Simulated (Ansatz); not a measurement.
# C3H9NSi: up Jacob's ladder to CCSD(T)

An exercise on one series of results from a longer session: the logs are not shown, and one member is left open.

Computed with Ansatz 0.2.0, Gaussian basis. Level: functionals in def2-TZVPP, the program's frozen cores in correlated methods.

Plan: LDA (SPW92), PBE-D4, revPBE-D4, BLYP-D4, r2SCAN-D4, B97M-V, PBE0-D4, B3LYP-D4, r2SCANh-D4, r2SCAN0-D4, HSE06-D4, BHLYP-D4, CAM-B3LYP-D4, LC-ωPBE, ωB97X-V, ωB97M-V, B2PLYP, PBE-QIDH; CCSD(T)/def2-SVP; CCSD(T)/def2-TZVPP; MP2/def2-QZVPP; extrapolation to the limit; RPA on PBE.

### Structure used throughout

An earlier PBE0-D4 in a triple-zeta def2 set relaxation fixed the geometry.

14 atoms, charge 0, spin multiplicity 1.

Atoms are counted from 1 here; the program's logs count them from 0.

Bond lengths: C1–C2 1.336 Å, C1–H6 1.081 Å, C1–H7 1.082 Å, C2–N3 1.380 Å, C2–H8 1.087 Å, N3–C4 1.444 Å, N3–Si5 1.732 Å, C4–H9 1.096 Å, C4–H10 1.097 Å, C4–H11 1.092 Å, Si5–H12 1.491 Å, Si5–H13 1.486 Å, Si5–H14 1.483 Å. Angles: C2–C1–H6 119.4°, C2–C1–H7 123.1°, H6–C1–H7 117.5°, C1–C2–N3 126.9°, C1–C2–H8 119.4°, N3–C2–H8 113.7°, C2–N3–C4 117.3°, C2–N3–Si5 122.4°, C4–N3–Si5 119.8°, N3–C4–H9 110.6°, N3–C4–H10 111.6°, N3–C4–H11 110.1°, H9–C4–H10 108.0°, H9–C4–H11 108.1°, H10–C4–H11 108.3°, N3–Si5–H12 112.8°, N3–Si5–H13 108.9°, N3–Si5–H14 107.4° and more.

Set-up of the first run:

Contents of in.yaml:

```yaml
crystal:
  periodic: [false, false, false]
  atoms:
    - {symbol: C, position_ang: [-1.862054, 1.139328, -0.107017]}
    - {symbol: C, position_ang: [-1.151590, 0.029842, -0.327262]}
    - {symbol: N, position_ang: [0.193326, -0.154357, -0.080708]}
    - {symbol: C, position_ang: [0.925401, 0.963209, 0.468490]}
    - {symbol: Si, position_ang: [0.957000, -1.703441, -0.206558]}
    - {symbol: H, position_ang: [-2.911043, 1.156957, -0.366585]}
    - {symbol: H, position_ang: [-1.437983, 2.037353, 0.322223]}
    - {symbol: H, position_ang: [-1.640645, -0.841374, -0.754686]}
    - {symbol: H, position_ang: [0.848870, 1.835511, -0.189942]}
    - {symbol: H, position_ang: [0.545002, 1.249262, 1.456463]}
    - {symbol: H, position_ang: [1.981688, 0.706593, 0.569549]}
    - {symbol: H, position_ang: [1.176141, -2.348226, 1.119310]}
    - {symbol: H, position_ang: [2.288440, -1.533507, -0.845172]}
    - {symbol: H, position_ang: [0.074548, -2.566450, -1.029406]}
basis:
  gaussian: {orbitals: def2-TZVPP}
hamiltonian: {xc: lda}
output: {orbitals: {seedname: orbitals}}
```

Among the steps run: LDA; PBE-D4 (GGA); revPBE-D4 (GGA); BLYP-D4 (GGA); r2SCAN-D4 (meta-GGA); B97M-V (meta-GGA); PBE0-D4 (hybrid); B3LYP-D4 (hybrid); r2SCANh-D4 (hybrid); r2SCAN0-D4 (hybrid); HSE06-D4 (hybrid); BHLYP-D4 (hybrid); CAM-B3LYP-D4 (range-separated); LC-ωPBE-D4 (range-separated; the results give it without D4); ωB97X-V (range-separated); ωB97M-V (range-separated); B2PLYP (double hybrid); PBE-QIDH (double hybrid).

One table of the session follows, with a row left open; its other results are not shown here.

It belongs to the step «Frontier levels by functional». 

```
  functional  HOMO (eV)  LUMO (eV)  gap (eV)
 LDA (SPW92)      -5.09      -0.76      4.33
      PBE-D4      -4.93      -0.49      4.44
   revPBE-D4      -4.87      -0.37      4.49
     BLYP-D4      -4.78      -0.35      4.43
   r2SCAN-D4      -5.11      -0.06      5.04
      B97M-V          ?          ?         ?
     PBE0-D4      -6.01       0.37      6.38
    B3LYP-D4      -5.81       0.16      5.97
  r2SCANh-D4      -5.52       0.23      5.75
  r2SCAN0-D4      -6.14       0.64      6.79
    HSE06-D4      -5.61       0.00      5.61
    BHLYP-D4      -6.97       1.22      8.20
CAM-B3LYP-D4      -7.28       1.35      8.63
     LC-ωPBE      -8.59       2.53     11.12
     ωB97X-V      -8.25       2.37     10.62
     ωB97M-V      -8.19       2.02     10.21
```

Q: Estimate the row for B97M-V from the others.

**Answer.** HOMO (eV): -5.20; LUMO (eV): -0.35; gap (eV): 4.85. In the column «HOMO (eV)» it lies between r2SCANh-D4 (-5.52) and r2SCAN-D4 (-5.11).
